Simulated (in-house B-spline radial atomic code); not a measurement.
# Al⁺: excited configurations in jj coupling

How much energy does it take to promote electrons of Al⁺ to other shells? Each configuration is solved by itself and compared with the reference.

Method: Dirac-Hartree-Fock, average of configuration, Fermi nucleus, basis-set limit. Code: in-house B-spline radial atomic code version 1.

## (1) Starting point

* element: aluminium (Z = 13)
* charge: +1
* electrons: 12
* configuration: 1s2 2s2 2p6 3s2
* Hamiltonian: Dirac-Coulomb
* nucleus: Fermi, rms radius 3.061 fm

Settings, as recorded:

```ini
Z = 13
electrons = 12.0
configuration = 1s2 2s2 2p6 3s2
hamiltonian = dirac
method = hf
spin_polarised = False
nucleus = fermi
rms_radius = 3.061
mass_number = 27
atomic_mass = 26.981538408
speed_of_light = 137.035999084
```

The reference is known from an earlier run: -242.129052 hartree in all. Up to eight levels, counted from the top:

| orbital | occupation | energy (eV) | <r> (bohr) |
| --- | --- | --- | --- |
| 1s1/2 | 2 | -1603.97 | 0.1199 |
| 2s1/2 | 2 | -142.48 | 0.6178 |
| 2p1/2 | 2 | -96.126 | 0.5986 |
| 2p3/2 | 4 | -95.653 | 0.6006 |
| 3s1/2 | 2 | -17.782 | 2.425 |

## (2) Run with 1s2 2s2 2p6 3s1 4f-1

In configurations, a minus sign after the shell means j = l − 1/2 and a plus sign j = l + 1/2; the count of electrons follows.

Changes to the settings of step 1:

```diff
@@ -2,3 +2,3 @@
 electrons = 12.0
-configuration = 1s2 2s2 2p6 3s2
+configuration = 1s2 2s2 2p6 3s1 4f-1
 hamiltonian = dirac
```

The program writes no log. Results of the run, from its result record (rounded, main fields):

```text
{
  "status": "converged",
  "iterations": 8,
  "energy [hartree]": {"total": -241.609289731, "kinetic": 242.519728502, "nuclear": -572.044007572, "coulomb": 105.444970606, "exact_exchange": -17.529981267},
  "breit [hartree]": {"gaunt": 0.04503725, "retardation": -0.002881888, "frequency_dependence": -2.060871e-05},
  "qed [hartree]": {"self_energy": 0.02915925, "uehling": -0.001743173, "wichmann_kroll": 2.765584e-06},
  "recoil [hartree]": 0.004191813,
  "total_with_corrections [hartree]": -241.53554432,
  "orbitals [hartree, bohr; first row names the columns]": [
    ["name", "occ", "eps", "<r>"],
    ["1s1/2", 2.0, -59.272441, 0.11991],
    ["2s1/2", 2.0, -5.546202, 0.61803],
    ["2p1/2", 2.0, -3.8490157, 0.59681],
    ["2p3/2", 4.0, -3.8315981, 0.59885],
    ["3s1/2", 1.0, -0.90723934, 2.234],
    ["4f5/2", 1.0, -0.12535092, 8.9446]
  ],
  "sum_r [bohr^k]": {"-1": 44.0034, "1": 16.24344, "2": 98.34926},
  "energy_minus_base [hartree]": 0.519761856,
  "energy_minus_base_with_corrections [hartree]": 0.519646305
}
```

Wall time 0.68 s (1 thread, shared host).

energy_minus_base is the energy less that of the reference run.

## (3) Run with 1s2 2s2 2p-1 2p+4 3s2 6f+1

Changes to the settings of step 2:

```diff
@@ -2,3 +2,3 @@
 electrons = 12.0
-configuration = 1s2 2s2 2p6 3s1 4f-1
+configuration = 1s2 2s2 2p-1 2p+4 3s2 6f+1
 hamiltonian = dirac
```

From the record:

```text
{
  "status": "converged",
  "iterations": 9,
  "energy [hartree]": {"total": -238.843480538, "kinetic": 239.738501852, "nuclear": -559.048315857, "coulomb": 96.6300539804, "exact_exchange": -16.1637205135},
  "breit [hartree]": {"gaunt": 0.04323655, "retardation": -0.002704416, "frequency_dependence": -2.155851e-05},
  "qed [hartree]": {"self_energy": 0.02943308, "uehling": -0.001757311, "wichmann_kroll": 2.787978e-06},
  "recoil [hartree]": 0.004203724,
  "total_with_corrections [hartree]": -238.771087681,
  "orbitals [hartree, bohr; first row names the columns]": [
    ["name", "occ", "eps", "<r>"],
    ["1s1/2", 2.0, -60.320873, 0.1198],
    ["2s1/2", 2.0, -6.2073879, 0.60057],
    ["2p1/2", 1.0, -4.6984818, 0.56611],
    ["2p3/2", 4.0, -4.6019938, 0.57048],
    ["3s1/2", 2.0, -1.0791764, 2.0669],
    ["6f7/2", 1.0, -0.055816025, 23.84]
  ],
  "sum_r [bohr^k]": {"-1": 43.00373, "1": 32.26259, "2": 657.3457},
  "energy_minus_base [hartree]": 3.28557105,
  "energy_minus_base_with_corrections [hartree]": 3.28410294
}
```

Wall time 1.6 s (1 thread, shared host).

## (4) Run with 1s2 2s2 2p6 3s1 5p-1

Changes to the settings of step 3:

```diff
@@ -2,3 +2,3 @@
 electrons = 12.0
-configuration = 1s2 2s2 2p-1 2p+4 3s2 6f+1
+configuration = 1s2 2s2 2p6 3s1 5p-1
 hamiltonian = dirac
```

From the record:

```text
{
  "status": "converged",
  "iterations": 9,
  "energy [hartree]": {"total": -241.599779896, "kinetic": 242.510339605, "nuclear": -571.79885057, "coulomb": 105.221915458, "exact_exchange": -17.5331843888},
  "breit [hartree]": {"gaunt": 0.04504755, "retardation": -0.002883333, "frequency_dependence": -2.060405e-05},
  "qed [hartree]": {"self_energy": 0.02915816, "uehling": -0.001743117, "wichmann_kroll": 2.765495e-06},
  "recoil [hartree]": 0.004191162,
  "total_with_corrections [hartree]": -241.526027312,
  "orbitals [hartree, bohr; first row names the columns]": [
    ["name", "occ", "eps", "<r>"],
    ["1s1/2", 2.0, -59.291202, 0.11991],
    ["2s1/2", 2.0, -5.5664605, 0.61811],
    ["2p1/2", 2.0, -3.8700078, 0.59681],
    ["2p3/2", 4.0, -3.8516474, 0.59899],
    ["3s1/2", 1.0, -0.93326876, 2.2377],
    ["5p1/2", 1.0, -0.11585002, 12.553]
  ],
  "sum_r [bohr^k]": {"-1": 43.98454, "1": 19.85618, "2": 186.4728},
  "energy_minus_base [hartree]": 0.529271692,
  "energy_minus_base_with_corrections [hartree]": 0.529163313
}
```

It took 0.55 s on 1 thread, shared host.

## (5) Run with 1s2 2s1 2p6 3s2 7f-1

Changes to the settings of step 4:

```diff
@@ -2,3 +2,3 @@
 electrons = 12.0
-configuration = 1s2 2s2 2p6 3s1 5p-1
+configuration = 1s2 2s1 2p6 3s2 7f-1
 hamiltonian = dirac
```

From the record:

```text
{
  "status": "converged",
  "iterations": 9,
  "energy [hartree]": {"total": -237.096452855, "kinetic": 237.973388149, "nuclear": -556.041944928, "coulomb": 96.784614237, "exact_exchange": -15.8125103124},
  "breit [hartree]": {"gaunt": 0.04417037, "retardation": -0.00292953, "frequency_dependence": -2.292242e-05},
  "qed [hartree]": {"self_energy": 0.02837277, "uehling": -0.001697847, "wichmann_kroll": 2.693748e-06},
  "recoil [hartree]": 0.004058766,
  "total_with_corrections [hartree]": -237.024498549,
  "orbitals [hartree, bohr; first row names the columns]": [
    ["name", "occ", "eps", "<r>"],
    ["1s1/2", 2.0, -60.239891, 0.11999],
    ["2s1/2", 1.0, -6.3608662, 0.61042],
    ["2p1/2", 2.0, -4.5237685, 0.57286],
    ["2p3/2", 4.0, -4.5051623, 0.57474],
    ["3s1/2", 2.0, -1.0872558, 2.0747],
    ["7f5/2", 1.0, -0.041001754, 33.552]
  ],
  "sum_r [bohr^k]": {"-1": 42.77247, "1": 41.99624, "2": 1285.202},
  "energy_minus_base [hartree]": 5.03259873,
  "energy_minus_base_with_corrections [hartree]": 5.03069208
}
```

It took 2.5 s on 1 thread, shared host.

## (6) Run with 1s2 2s2 2p6 3s1 5f-1

Changes to the settings of step 5:

```diff
@@ -2,3 +2,3 @@
 electrons = 12.0
-configuration = 1s2 2s1 2p6 3s2 7f-1
+configuration = 1s2 2s2 2p6 3s1 5f-1
 hamiltonian = dirac
```

From the record:

```text
{
  "status": "converged",
  "iterations": 8,
  "energy [hartree]": {"total": -241.564200385, "kinetic": 242.474640255, "nuclear": -571.456572313, "coulomb": 104.947679998, "exact_exchange": -17.5299483238},
  "breit [hartree]": {"gaunt": 0.04503729, "retardation": -0.00288189, "frequency_dependence": -2.060863e-05},
  "qed [hartree]": {"self_energy": 0.02915928, "uehling": -0.001743175, "wichmann_kroll": 2.765586e-06},
  "recoil [hartree]": 0.004190896,
  "total_with_corrections [hartree]": -241.490455823,
  "orbitals [hartree, bohr; first row names the columns]": [
    ["name", "occ", "eps", "<r>"],
    ["1s1/2", 2.0, -59.317639, 0.11991],
    ["2s1/2", 2.0, -5.5914123, 0.61803],
    ["2p1/2", 2.0, -3.8942219, 0.59681],
    ["2p3/2", 4.0, -3.8768044, 0.59885],
    ["3s1/2", 1.0, -0.95244335, 2.2334],
    ["5f5/2", 1.0, -0.080260803, 15.666]
  ],
  "sum_r [bohr^k]": {"-1": 43.95821, "1": 22.96408, "2": 287.924},
  "energy_minus_base [hartree]": 0.564851203,
  "energy_minus_base_with_corrections [hartree]": 0.564734802
}
```

Wall time 1.4 s (1 thread, shared host).

## (7) 1s2 2s2 2p6 3s1 7f-1

Changes to the settings of step 6:

```diff
@@ -2,3 +2,3 @@
 electrons = 12.0
-configuration = 1s2 2s2 2p6 3s1 5f-1
+configuration = 1s2 2s2 2p6 3s1 7f-1
 hamiltonian = dirac
```

From the record:

```text
{
  "status": "converged",
  "iterations": 8,
  "energy [hartree]": {"total": -241.52487617, "kinetic": 242.435317834, "nuclear": -570.943724322, "coulomb": 104.513432999, "exact_exchange": -17.5299026811},
  "breit [hartree]": {"gaunt": 0.04503734, "retardation": -0.002881892, "frequency_dependence": -2.060852e-05},
  "qed [hartree]": {"self_energy": 0.02915933, "uehling": -0.001743177, "wichmann_kroll": 2.765591e-06},
  "recoil [hartree]": 0.004190095,
  "total_with_corrections [hartree]": -241.451132315,
  "orbitals [hartree, bohr; first row names the columns]": [
    ["name", "occ", "eps", "<r>"],
    ["1s1/2", 2.0, -59.357104, 0.11991],
    ["2s1/2", 2.0, -5.6308945, 0.61803],
    ["2p1/2", 2.0, -3.9336983, 0.59681],
    ["2p3/2", 4.0, -3.9162809, 0.59885],
    ["3s1/2", 1.0, -0.99189195, 2.2326],
    ["7f5/2", 1.0, -0.040936107, 33.623]
  ],
  "sum_r [bohr^k]": {"-1": 43.91876, "1": 40.9205, "2": 1286.648},
  "energy_minus_base [hartree]": 0.604175418,
  "energy_minus_base_with_corrections [hartree]": 0.60405831
}
```

Run time: 2.2 s. Hardware: 1 thread, shared host.

## (8) Run with 1s2 2s1 2p6 3s2 7s1

Changes to the settings of step 7:

```diff
@@ -2,3 +2,3 @@
 electrons = 12.0
-configuration = 1s2 2s2 2p6 3s1 7f-1
+configuration = 1s2 2s1 2p6 3s2 7s1
 hamiltonian = dirac
```

From the record:

```text
{
  "status": "converged",
  "iterations": 10,
  "energy [hartree]": {"total": -237.116974905, "kinetic": 237.993980399, "nuclear": -556.231615558, "coulomb": 96.9343622855, "exact_exchange": -15.8137020314},
  "breit [hartree]": {"gaunt": 0.04417229, "retardation": -0.002929667, "frequency_dependence": -2.291925e-05},
  "qed [hartree]": {"self_energy": 0.02837417, "uehling": -0.001697926, "wichmann_kroll": 2.693873e-06},
  "recoil [hartree]": 0.004059169,
  "total_with_corrections [hartree]": -237.045017097,
  "orbitals [hartree, bohr; first row names the columns]": [
    ["name", "occ", "eps", "<r>"],
    ["1s1/2", 2.0, -60.225765, 0.11999],
    ["2s1/2", 1.0, -6.3465514, 0.61316],
    ["2p1/2", 2.0, -4.5099975, 0.5729],
    ["2p3/2", 4.0, -4.4913926, 0.57477],
    ["3s1/2", 2.0, -1.0751767, 2.0753],
    ["7s1/2", 1.0, -0.062315307, 24.445]
  ],
  "sum_r [bohr^k]": {"-1": 42.78706, "1": 32.89404, "2": 679.2671},
  "energy_minus_base [hartree]": 5.01207668,
  "energy_minus_base_with_corrections [hartree]": 5.01017353
}
```

It took 1.4 s on 1 thread, shared host.

## (9) Run with 1s2 2s2 2p-1 2p+4 3s2 6p+1

Changes to the settings of step 8:

```diff
@@ -2,3 +2,3 @@
 electrons = 12.0
-configuration = 1s2 2s1 2p6 3s2 7s1
+configuration = 1s2 2s2 2p-1 2p+4 3s2 6p+1
 hamiltonian = dirac
```

From the record:

```text
{
  "status": "converged",
  "iterations": 9,
  "energy [hartree]": {"total": -238.865750509, "kinetic": 239.760747557, "nuclear": -559.259059247, "coulomb": 96.7980488017, "exact_exchange": -16.1654876212},
  "breit [hartree]": {"gaunt": 0.04324003, "retardation": -0.00270533, "frequency_dependence": -2.157066e-05},
  "qed [hartree]": {"self_energy": 0.02943244, "uehling": -0.00175727, "wichmann_kroll": 2.787913e-06},
  "recoil [hartree]": 0.004203882,
  "total_with_corrections [hartree]": -238.79335554,
  "orbitals [hartree, bohr; first row names the columns]": [
    ["name", "occ", "eps", "<r>"],
    ["1s1/2", 2.0, -60.30457, 0.1198],
    ["2s1/2", 2.0, -6.1919187, 0.60061],
    ["2p1/2", 1.0, -4.6828846, 0.56617],
    ["2p3/2", 4.0, -4.586639, 0.57051],
    ["3s1/2", 2.0, -1.066341, 2.0684],
    ["6p3/2", 1.0, -0.078089242, 18.814]
  ],
  "sum_r [bohr^k]": {"-1": 43.01994, "1": 27.24029, "2": 409.0277},
  "energy_minus_base [hartree]": 3.26330108,
  "energy_minus_base_with_corrections [hartree]": 3.26183508
}
```

It took 1.2 s on 1 thread, shared host.

## (10) Energies above the reference

| net move | configuration | energy above the reference (eV) | with Breit, QED, recoil (eV) | largest <r> (bohr) |
| --- | --- | --- | --- | --- |
| 3s → 4f5/2 | 1s2 2s2 2p6 3s1 4f-1 | 14.143 | 14.140 | 8.94 |
| 3s → 5p1/2 | 1s2 2s2 2p6 3s1 5p-1 | 14.402 | 14.399 | 12.6 |
| 3s → 5f5/2 | 1s2 2s2 2p6 3s1 5f-1 | 15.370 | 15.367 | 15.7 |
| 3s → 7f5/2 | 1s2 2s2 2p6 3s1 7f-1 | 16.440 | 16.437 | 33.6 |
| 2p1/2 → 6p3/2 | 1s2 2s2 2p-1 2p+4 3s2 6p+1 | 88.799 | 88.759 | 18.8 |
| 2p1/2 → 6f7/2 | 1s2 2s2 2p-1 2p+4 3s2 6f+1 | 89.405 | 89.365 | 23.8 |
| 2s → 7s | 1s2 2s1 2p6 3s2 7s1 | 136.39 | 136.33 | 24.4 |
| 2s → 7f5/2 | 1s2 2s1 2p6 3s2 7f-1 | 136.94 | 136.89 | 33.6 |

**Reading.** The lowest of them is 3s → 4f5/2 at 14.143 eV and the highest 2s → 7f5/2 at 136.94 eV. Koopmans' estimate of the ionisation threshold is 17.782 eV; 4 configurations exceed it by over 2 % and could autoionise. Two partly filled shells share a symmetry and can mix in the average, which may lower the energy, for: 2s → 7s. These are averages over configurations, without correlation, not spectroscopic levels.
